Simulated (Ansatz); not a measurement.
# F₂H₄OSi₂: a ladder of functionals and wavefunction methods

An exercise on one series of results from a longer session: the logs are not shown, and one member is left open.

Computed with Ansatz 0.2.0, Gaussian basis. Level: functionals in def2-TZVPP, the program's frozen cores in correlated methods.

Plan: LDA (SPW92), PBE-D4, revPBE-D4, BLYP-D4, r2SCAN-D4, B97M-V, PBE0-D4, B3LYP-D4, r2SCANh-D4, r2SCAN0-D4, HSE06-D4, BHLYP-D4, CAM-B3LYP-D4, LC-ωPBE, ωB97X-V, ωB97M-V, B2PLYP, PBE-QIDH; CCSD(T)/def2-SVP; CCSD(T)/def2-TZVPP; MP2/def2-QZVPP; extrapolation to the limit; RPA on PBE.

### Structure used throughout

An earlier PBE0-D4 in a triple-zeta def2 set relaxation fixed the geometry.

SMILES `O[SiH](F)[SiH2]F`, 9 atoms, charge 0, spin multiplicity 1.

Atoms are counted from 1 here; the program's logs count them from 0.

Bond lengths: O1–Si2 1.634 Å, O1–H6 0.959 Å, Si2–F3 1.601 Å, Si2–Si4 2.358 Å, Si2–H7 1.480 Å, Si4–F5 1.612 Å, Si4–H8 1.485 Å, Si4–H9 1.487 Å. Angles: Si2–O1–H6 118.4°, O1–Si2–F3 110.8°, O1–Si2–Si4 109.5°, O1–Si2–H7 106.2°, F3–Si2–Si4 107.8°, F3–Si2–H7 107.1°, Si4–Si2–H7 115.4°, Si2–Si4–F5 106.0°, Si2–Si4–H8 114.0°, Si2–Si4–H9 111.6°, F5–Si4–H8 108.1°, F5–Si4–H9 107.7°, H8–Si4–H9 109.2°.

The first run:

in.yaml reads:

```yaml
crystal:
  periodic: [false, false, false]
  atoms:
    - {symbol: O, position_ang: [0.844256, 1.766691, -0.485036]}
    - {symbol: Si, position_ang: [0.969393, 0.137753, -0.453135]}
    - {symbol: F, position_ang: [0.986743, -0.459718, -1.938460]}
    - {symbol: Si, position_ang: [-0.894005, -0.772368, 0.668268]}
    - {symbol: F, position_ang: [-2.133896, 0.202580, 0.333755]}
    - {symbol: H, position_ang: [-0.014158, 2.154901, -0.665145]}
    - {symbol: H, position_ang: [2.284576, -0.163879, 0.153839]}
    - {symbol: H, position_ang: [-1.253017, -2.143889, 0.226622]}
    - {symbol: H, position_ang: [-0.701490, -0.768270, 2.142294]}
basis:
  gaussian: {orbitals: def2-TZVPP}
hamiltonian: {xc: lda}
output: {orbitals: {seedname: orbitals}}
```

On the command line:

```
$ ansatz run in.yaml --threads 4 --pin off --events-out ev --progress --plain --max-ram 10444MiB
```

Steps of the session up to this table: LDA; PBE-D4 (GGA); revPBE-D4 (GGA); BLYP-D4 (GGA); r2SCAN-D4 (meta-GGA); B97M-V (meta-GGA); PBE0-D4 (hybrid); B3LYP-D4 (hybrid); r2SCANh-D4 (hybrid); r2SCAN0-D4 (hybrid); HSE06-D4 (hybrid); BHLYP-D4 (hybrid); CAM-B3LYP-D4 (range-separated); LC-ωPBE (range-separated); ωB97X-V (range-separated); ωB97M-V (range-separated); B2PLYP (double hybrid); PBE-QIDH (double hybrid).

One table of the session follows, with a row left open; its other results are not shown here.

It belongs to the step «Frontier levels by functional». 

| functional | HOMO (eV) | gap (eV) |
| --- | --- | --- |
| LDA (SPW92) | -7.05 | 4.79 |
| PBE-D4 | -6.95 | 4.96 |
| revPBE-D4 | -6.90 | 5.04 |
| BLYP-D4 | -6.86 | 5.02 |
| r2SCAN-D4 | -7.25 | 5.58 |
| B97M-V | -7.35 | 5.46 |
| PBE0-D4 | ? | ? |
| B3LYP-D4 | -8.07 | 6.73 |
| r2SCANh-D4 | -7.73 | 6.34 |
| r2SCAN0-D4 | -8.45 | 7.49 |
| HSE06-D4 | -7.85 | 6.34 |
| BHLYP-D4 | -9.49 | 9.24 |
| CAM-B3LYP-D4 | -9.61 | 9.49 |
| LC-ωPBE | -10.88 | 11.95 |
| ωB97X-V | -10.56 | 11.49 |
| ωB97M-V | -10.33 | 10.95 |

**Question.** Estimate the row for PBE0-D4.

**Answer.** HOMO (eV): -8.25; gap (eV): 7.11. In the column «HOMO (eV)» it lies between r2SCAN0-D4 (-8.45) and B3LYP-D4 (-8.07).
